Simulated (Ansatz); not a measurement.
**C2H9AlS: basis-set convergence**

One table from this session's results is given with a row withheld; the runs are named, their logs left out.

Program: Ansatz 0.2.0, Gaussian basis. Level of theory: one geometry, several basis sets. These are calculated values, not measurements.

Plan: PBE0-D4/def2-SVP; ωB97M-V/def2-SVP; PBE0-D4/def2-QZVPP; ωB97M-V/def2-QZVPP; the functionals' def2-TZVPP values are taken from earlier runs.

## The relaxed structure

An earlier PBE0-D4 in a triple-zeta def2 set relaxation fixed the geometry.

13 atoms, charge 0, spin multiplicity 1.

Atoms are counted from 1 here; the program's logs count them from 0.

Bond lengths: C1–Al2 1.971 Å, C1–H5 1.095 Å, C1–H6 1.095 Å, C1–H7 1.096 Å, Al2–C3 1.969 Å, Al2–S4 2.571 Å, Al2–H8 1.604 Å, C3–H9 1.096 Å, C3–H10 1.095 Å, C3–H11 1.094 Å, S4–H12 1.345 Å, S4–H13 1.344 Å. Angles: Al2–C1–H5 112.9°, Al2–C1–H6 112.6°, Al2–C1–H7 110.2°, H5–C1–H6 107.8°, H5–C1–H7 106.4°, H6–C1–H7 106.5°, C1–Al2–C3 119.2°, C1–Al2–S4 100.1°, C1–Al2–H8 117.8°, C3–Al2–S4 98.0°, C3–Al2–H8 118.7°, S4–Al2–H8 92.8°, Al2–C3–H9 110.1°, Al2–C3–H10 112.7°, Al2–C3–H11 112.7°, H9–C3–H10 106.5°, H9–C3–H11 106.6°, H10–C3–H11 107.8° and more.

Set-up of the first run:

Input file in.yaml:

```yaml
crystal:
  periodic: [false, false, false]
  atoms:
    - {symbol: C, position_ang: [-0.546958, 1.608786, -0.463443]}
    - {symbol: Al, position_ang: [-0.190138, -0.322666, -0.628950]}
    - {symbol: C, position_ang: [1.657387, -0.977399, -0.444021]}
    - {symbol: S, position_ang: [-1.089164, -1.142344, 1.636429]}
    - {symbol: H, position_ang: [-1.607960, 1.834805, -0.316379]}
    - {symbol: H, position_ang: [0.011353, 2.071217, 0.357561]}
    - {symbol: H, position_ang: [-0.242628, 2.130009, -1.378525]}
    - {symbol: H, position_ang: [-1.241575, -1.209247, -1.454603]}
    - {symbol: H, position_ang: [2.224761, -0.766062, -1.357689]}
    - {symbol: H, position_ang: [2.197961, -0.493045, 0.375938]}
    - {symbol: H, position_ang: [1.708651, -2.058991, -0.286559]}
    - {symbol: H, position_ang: [-0.578621, -0.178881, 2.423096]}
    - {symbol: H, position_ang: [-2.282669, -0.530981, 1.551945]}
basis:
  gaussian: {orbitals: def2-SVP}
hamiltonian: {xc: pbe0, dispersion: d4}
output: {orbitals: {seedname: orbitals}}
```

Among the steps run: PBE0-D4 in def2-SVP; ωB97M-V in def2-SVP; PBE0-D4 in def2-QZVPP; ωB97M-V in def2-QZVPP.

One of the session's tables, all rows but one given; the rest of the session is left out.

It belongs to the step «Density functionals: the series». 

```
functional       basis  HOMO (eV)  LUMO (eV)
   PBE0-D4    def2-SVP      -7.19      -0.05
   PBE0-D4  def2-TZVPP          ?          ?
   PBE0-D4  def2-QZVPP      -7.25      -0.57
   ωB97M-V    def2-SVP      -9.43       1.94
   ωB97M-V  def2-TZVPP      -9.50       1.48
   ωB97M-V  def2-QZVPP      -9.51       0.90
```

Q: Estimate the row for PBE0-D4, def2-TZVPP from the others.

The run gave: HOMO (eV): -7.24; LUMO (eV): -0.49. In the column «HOMO (eV)» it lies between PBE0-D4, def2-QZVPP (-7.25) and PBE0-D4, def2-SVP (-7.19).
